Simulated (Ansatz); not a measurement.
**C₂H₃Cl₂NSi: basis-set convergence**

An exercise on one series of results from a longer session: the logs are not shown, and one member is left open.

Program: Ansatz 0.2.0, Gaussian basis. Level of theory: one geometry, several basis sets. These are calculated values, not measurements.

Levels to be run: PBE0-D4/def2-SVP; ωB97M-V/def2-SVP; PBE0-D4/def2-QZVPP; ωB97M-V/def2-QZVPP; CCSD(T)/cc-pV(D+d)Z; CCSD(T)/cc-pV(T+d)Z; MP2/cc-pV(Q+d)Z; the functionals' def2-TZVPP values are taken from earlier runs.

## The geometry

All runs share one geometry, relaxed beforehand with PBE0-D4 in a triple-zeta def2 set.

SMILES `C[Si](Cl)(Cl)C#N`, 9 atoms, charge 0, spin multiplicity 1.

Atoms are counted from 1 here; the program's logs count them from 0.

Bond lengths: C1–Si2 1.838 Å, C1–H7 1.092 Å, C1–H8 1.092 Å, C1–H9 1.092 Å, Si2–Cl3 2.032 Å, Si2–Cl4 2.032 Å, Si2–C5 1.846 Å, C5–N6 1.151 Å. Angles: Si2–C1–H7 110.0°, Si2–C1–H8 110.1°, Si2–C1–H9 110.0°, H7–C1–H8 108.9°, H7–C1–H9 108.9°, H8–C1–H9 108.9°, C1–Si2–Cl3 111.8°, C1–Si2–Cl4 111.8°, C1–Si2–C5 110.1°, Cl3–Si2–Cl4 109.8°, Cl3–Si2–C5 106.6°, Cl4–Si2–C5 106.6°, Si2–C5–N6 177.8°.

The first run:

Contents of in.yaml:

```yaml
crystal:
  periodic: [false, false, false]
  atoms:
    - {symbol: C, position_ang: [-0.370985, -0.883291, 0.851091]}
    - {symbol: Si, position_ang: [0.355976, 0.022394, -0.573600]}
    - {symbol: Cl, position_ang: [2.380508, -0.146165, -0.620100]}
    - {symbol: Cl, position_ang: [-0.426956, -0.601320, -2.342019]}
    - {symbol: C, position_ang: [-0.018958, 1.824361, -0.438588]}
    - {symbol: N, position_ang: [-0.274131, 2.940652, -0.317439]}
    - {symbol: H, position_ang: [0.046521, -0.505181, 1.786768]}
    - {symbol: H, position_ang: [-0.148928, -1.949234, 0.770507]}
    - {symbol: H, position_ang: [-1.454645, -0.748318, 0.866180]}
basis:
  gaussian: {orbitals: def2-SVP}
hamiltonian: {xc: pbe0, dispersion: d4}
output: {orbitals: {seedname: orbitals}}
```

Started as:

```sh
$ ansatz run in.yaml --threads 2 --pin off --events-out ev --progress --plain --max-ram 22528MiB --backend cpu
```

Steps of the session up to this table: PBE0-D4 in def2-SVP; ωB97M-V in def2-SVP; PBE0-D4 in def2-QZVPP; ωB97M-V in def2-QZVPP.

One table of the session follows, with a row left open; its other results are not shown here.

It belongs to the step «Density functionals: the series». 

| functional | basis | HOMO (eV) |
| --- | --- | --- |
| PBE0-D4 | def2-SVP | ? |
| PBE0-D4 | def2-TZVPP | -9.66 |
| PBE0-D4 | def2-QZVPP | -9.68 |
| ωB97M-V | def2-SVP | -11.76 |
| ωB97M-V | def2-TZVPP | -11.92 |
| ωB97M-V | def2-QZVPP | -11.95 |

Estimate the missing values for PBE0-D4, def2-SVP.

**Answer.** HOMO (eV): -9.55. In the column «HOMO (eV)» it is the highest.
